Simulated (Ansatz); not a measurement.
Predict the output of the script below (Ansatz's Python interface).

Contents of `f2ino.xyz`:
```text
4

O    -0.85900   -0.14070    1.61670
In    0.01370    0.12600   -0.29200
F     1.45840   -1.44440    0.04660
F    -0.55760    1.39880   -1.39160
```

The script, `freq.py`:
```python
"""Vibrations of F2InO."""

import ansatz as az
from ase import Atoms
from ase.thermochemistry import IdealGasThermo
import numpy as np

geometry = az.Crystal.molecule_from_extxyz("f2ino.xyz")

calculation = geometry.calculation().basis(gaussian="def2-SVP").functional("cam_b3lyp").spin("collinear", total=1)
symbols = [site.symbol for site in geometry.cartesian_sites]
start = np.array([site.position_ang for site in geometry.cartesian_sites], dtype=float)
def progress(event):
    if event["event"] == "relax_step":
        row = event["data"]
        print(f"step {row['step']:3d}  E = {row['lagrangian_ev']:.6f} eV  max force {row['allowed_force_max_ev_ang']:.4f} eV/A")


data = calculation.relax(force_tolerance=0.003, max_steps=100).session().plan().execute(on_event=progress).report
end = np.array(data["positions_ang"])

print("bond        before    after (A)")
for i, j in [(0, 1), (1, 2), (1, 3)]:
    d0, d1 = (np.linalg.norm(xyz[i] - xyz[j]) for xyz in (start, end))
    print(f"{symbols[i]}{i}-{symbols[j]}{j}".ljust(10), f"{d0:8.4f} {d1:8.4f}")
for i, j, k in [(0, 1, 2), (0, 1, 3), (2, 1, 3)]:
    u, v = end[i] - end[j], end[k] - end[j]
    print(f"angle {symbols[i]}{i}-{symbols[j]}{j}-{symbols[k]}{k}: {np.degrees(np.arccos(np.clip(u @ v / np.linalg.norm(u) / np.linalg.norm(v), -1, 1))):.2f} deg")

# frequencies need a stationary point, so they are taken at the relaxed geometry
minimum = az.Crystal.molecule()
for symbol, xyz in zip(symbols, end):
    minimum = minimum.atom(symbol, xyz.tolist())
vibrating = minimum.calculation()
vibrating = vibrating.basis(gaussian="def2-SVP").functional("cam_b3lyp")
vibrating = vibrating.spin("collinear", total=1)
vibrating = vibrating.phonons(temperatures=(200, 600, 100))
vib = vibrating.run(threads=1).report["vibrations"]
sums = vib["harmonic_sums"]
modes = [m["omega_inv_cm"] for m in sums["modes_at_gamma"] if m["rigid_motion"] == "no"]
print("frequencies (1/cm):", " ".join(f"{w:.0f}" for w in modes))
print("imaginary modes:", sum(w < 0 for w in modes), " zero-point energy:", round(sums["zero_point_energy_ev"], 4), "eV")
# rigid rotor and ideal gas, symmetry number taken as one
gas = IdealGasThermo(vib_energies=[w / 8065.544 for w in modes if w > 0], geometry="linear" if len(modes) == 3 * len(symbols) - 5 else "nonlinear",
                     atoms=Atoms(symbols, positions=end), symmetrynumber=1, spin=0.5)
print(f"H(298 K) - E = {gas.get_enthalpy(298.15, verbose=False):.4f} eV")
print(f"S(298 K, 1 bar) = {96485.33 * gas.get_entropy(298.15, 1e5, verbose=False):.1f} J/(mol K) with symmetry number 1")
```

```console
$ python freq.py
step   1  E = -12643.693471 eV  max force 6.4855 eV/A
step   2  E = -12644.737273 eV  max force 0.7042 eV/A
step   3  E = -12644.860472 eV  max force 0.1726 eV/A
step   4  E = -12644.866750 eV  max force 0.0475 eV/A
step   5  E = -12644.867311 eV  max force 0.0159 eV/A
step   6  E = -12644.867331 eV  max force 0.0101 eV/A
step   7  E = -12644.867344 eV  max force 0.0003 eV/A
bond        before    after (A)
O0-In1       2.1156   2.0016
In1-F2       2.1605   1.9330
In1-F3       1.7764   1.9330
angle O0-In1-F2: 121.36 deg
angle O0-In1-F3: 121.34 deg
angle F2-In1-F3: 117.30 deg
frequencies (1/cm): 111 127 151 597 649 657
imaginary modes: 0  zero-point energy: 0.1421 eV
H(298 K) - E = 0.3120 eV
S(298 K, 1 bar) = 330.0 J/(mol K) with symmetry number 1
```

Total energies depend on the basis set; only differences at equal settings carry meaning. The frequencies are harmonic and unscaled, in a modest basis. The result belongs to the one conformer reached from this start, and soft torsions count as harmonic oscillators. def2 sets replace the cores of elements past krypton by effective core potentials. The species is open-shell (spin multiplicity 2). The entropy takes a symmetry number of 1; a symmetric molecule's is lower by R ln(sigma). Wall time of the script: 110 s on 1 thread of Arm Neoverse V2, on a shared host, peak memory 0.33 GiB.

(A comment or docstring line of the script was reworded after the run, the code is as it ran; lines on the test bed's own set-up are left out of the output.)
